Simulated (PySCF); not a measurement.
# C6H14N2: the cost of one run

Computed with PySCF 2.14.0, with density-fitted response routines of our own, on a single molecule, in the gas phase or a continuum. Atoms count from 0, in the outputs and in this text.

### Step 1. Starting geometry

22 atoms, charge 0, multiplicity 1; geometry from: GFN2-xTB. The atoms were then displaced at random by about 0.01 Å, so the start is not that level's minimum.

Bonds of the start (Å): N0–C1 1.45, C1–C2 1.51, C2–C3 1.56, C3–N4 1.41, N4–C5 1.42, C5–C6 1.51, C6–C7 1.49, C7–C5 1.51, N0–H8 1.03, N0–H9 0.99, C1–H10 1.10, C1–H11 1.09, C2–H12 1.08, C2–H13 1.11, C3–H14 1.11, C3–H15 1.11, N4–H16 1.03, C5–H17 1.08, C6–H18 1.07, C6–H19 1.05, C7–H20 1.08, C7–H21 1.07.

### Step 2. Optimising the geometry at PBE0-D3(BJ)/def2-SVP

The job: settings as JSON, then the geometry in Å.

```
{"job": {"xc": "PBE0", "basis": "def2-SVP", "d3": "d3bj", "grid": 1, "shake": 0.01, "kind": "geom"}, "charge": 0, "multiplicity": 1}
N     -3.241550    -0.260210     1.100880
C     -2.571440     0.166370    -0.117030
C     -1.088430     0.266710     0.150630
C     -0.260720     0.784600    -1.065020
N      1.133220     0.923820    -0.878320
C      1.847410    -0.281800    -0.646590
C      3.243380    -0.245960    -0.078160
C      2.133640    -0.840660     0.725990
H     -4.262490    -0.286610     0.949570
H     -2.946750    -1.155410     1.400430
H     -2.741790    -0.517190    -0.956200
H     -2.945210     1.155450    -0.393730
H     -0.717190    -0.706060     0.430400
H     -0.930810     0.945340     1.011950
H     -0.446010     0.087000    -1.902280
H     -0.683690     1.776240    -1.345890
H      1.324110     1.598850    -0.118810
H      1.650350    -0.994660    -1.432100
H      3.620480     0.705020     0.237540
H      3.958210    -0.892090    -0.489680
H      2.085530    -1.915440     0.863590
H      1.774650    -0.308910     1.577950
```

Command:

```sh
> OMP_NUM_THREADS=1 python probes_run.py task.json out
```

One launch serves the whole session: the jobs run in the order shown.

Q: Estimate the wall time and peak memory of this first job on 1 thread of Intel Xeon Platinum 8488C, shared host.

About 99 s, with a peak of 0.89 GiB.
